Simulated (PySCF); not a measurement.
**C₄H₁₂Ge: geometry, NMR shifts, spin-spin couplings, electronic excitations and core binding energies**

Wanted: the NMR shifts, spin-spin couplings, electronic excitations and core binding energies of C₄H₁₂Ge (`C[CH2][GeH]([CH3])[CH3]`), by calculation.

Programs: PySCF 2.14.0, with density-fitted response routines of our own. Each step states its level of theory. These are calculated values for one molecule in the gas phase, unless marked as measured. Atoms count from 0, in the outputs and in this text.

## (1) Starting geometry

17 atoms, charge 0, multiplicity 1; geometry from: GFN2-xTB.

Bonds of the start (Å): C0–C1 1.52, C1–Ge2 1.99, Ge2–C3 1.98, Ge2–C4 1.98, C0–H5 1.09, C0–H6 1.09, C0–H7 1.09, C1–H8 1.09, C1–H9 1.09, Ge2–H10 1.52, C3–H11 1.09, C3–H12 1.09, C3–H13 1.09, C4–H14 1.09, C4–H15 1.09, C4–H16 1.09.

## (2) Relaxing the molecule at PBE0-D3(BJ)/def2-SVP

The job: settings as JSON, then the geometry in Å.

```
{"job": {"xc": "PBE0", "basis": "def2-SVP", "d3": "d3bj", "grid": 1, "kind": "geom"}, "charge": 0, "multiplicity": 1}
C      1.661870     1.237547    -0.003226
C      1.007440     0.592959     1.210449
Ge    -0.589075    -0.504196     0.736102
C     -0.089860    -1.995537    -0.465999
C     -1.991748     0.612755    -0.102963
H      2.529021     1.828894     0.288224
H      1.991459     0.477660    -0.709432
H      0.959703     1.894165    -0.513769
H      0.708415     1.366986     1.918468
H      1.732611    -0.039956     1.723724
H     -1.154403    -1.094868     2.017234
H      0.268762    -1.613279    -1.418008
H     -0.944510    -2.636325    -0.662284
H      0.695818    -2.604502    -0.027958
H     -1.642337     1.014564    -1.050373
H     -2.262980     1.446162     0.538850
H     -2.887183     0.029001    -0.295672
```

**Question.** This job is followed by: GIAO PBE0/pcSseg-1 NMR shielding, non-relativistic, gas phase; B3LYP/pcJ-1 Ge:pcSseg-1 indirect spin-spin coupling, non-relativistic, gas phase; TDDFT CAM-B3LYP/def2-SVPD, vertical, gas phase, core orbitals frozen in the response; GIAO B3LYP/pcSseg-1 NMR shielding, non-relativistic, gas phase; delta-SCF UKS SCAN, pcX-2 on the ionised atom, pcseg-1 elsewhere, spin-free X2C. What will the session give for the following? rotational constants (main isotopes); 13C shifts against TMS (PBE0/pcSseg-1, means over atoms taken as alike); 1H shifts against TMS (PBE0/pcSseg-1, means over atoms taken as alike); 73Ge shifts against GeMe4 (PBE0/pcSseg-1); largest coupling of the table (B3LYP/pcSseg-1+pcJ-1); lowest singlet (CAM-B3LYP/def2-SVPD); brightest single state of those computed; lowest triplet; vertical ionisation energy (ΔSCF); C1s binding energies, SCAN/pcX-2; range of the shift of C1.

As calculated:

| quantity | value |
| --- | --- |
| rotational constants (main isotopes) | 3.80, 2.39, 1.99 GHz |
| 13C shifts against TMS (PBE0/pcSseg-1, means over atoms taken as alike) | 9.6, 8.9, -6.2 ppm |
| 1H shifts against TMS (PBE0/pcSseg-1, means over atoms taken as alike) | 4.18, 1.02, 0.66, 0.14 ppm |
| 73Ge shifts against GeMe4 (PBE0/pcSseg-1) | -56 ppm |
| largest coupling of the table (B3LYP/pcSseg-1+pcJ-1) | 1J(C,H) C3–H11, 134.2 Hz |
| lowest singlet (CAM-B3LYP/def2-SVPD) | 7.49 eV (166 nm), f = 0.021 |
| brightest single state of those computed | state 10, 8.77 eV, f = 0.097 |
| lowest triplet | 7.31 eV |
| vertical ionisation energy (ΔSCF) | 9.88 eV |
| C1s binding energies, SCAN/pcX-2 | C0 290.53, C3 289.92, C1 289.91 eV |
| range of the shift of C1 | 8.9 to 10.8 ppm |

What this shows: The optimisation took 7 steps and gained 0.070 eV; among the close pairs (by a distance rule), Ge2–H10 changed most, from 1.520 to 1.549 Å. At PBE0/pcSseg-1: The largest span, 107 ppm, is at Ge2, where the paramagnetic term is -1370 ppm. In the run at B3LYP/pcSseg-1+pcJ-1, the largest coupling of the table is C3–H11 (mean over like pairs), 134.2 Hz, of which the Fermi-contact term gives 131.7 Hz. Couplings across rotatable bonds belong to this one conformer; where others are populated, the observed values are averages. The lowest singlet, at 7.49 eV, is HOMO→LUMO 0.87 and is weak; of the 10 states computed, the strongest absorption comes from state 10 at 8.77 eV (the last computed, so partners may be missing). The lowest triplet lies 0.18 eV below the lowest singlet (triplets in Tamm-Dancoff, singlets in full TDDFT). ΔSCF puts the ionisation energy at 9.88 eV, 0.73 eV above −ε(HOMO). The C1s levels kept as sound span 0.62 eV, from C1 (sp3 CH2 bonded to Ge) up to C0 (methyl carbon). In ppm, C1 moves most: its shift spreads over 1.9 ppm, from 8.9 (PBE0/pcSseg-1) to 10.8 (B3LYP/pcSseg-1). Spin-orbit coupling is left out, which matters for shieldings and couplings at and beside the heavy atoms.
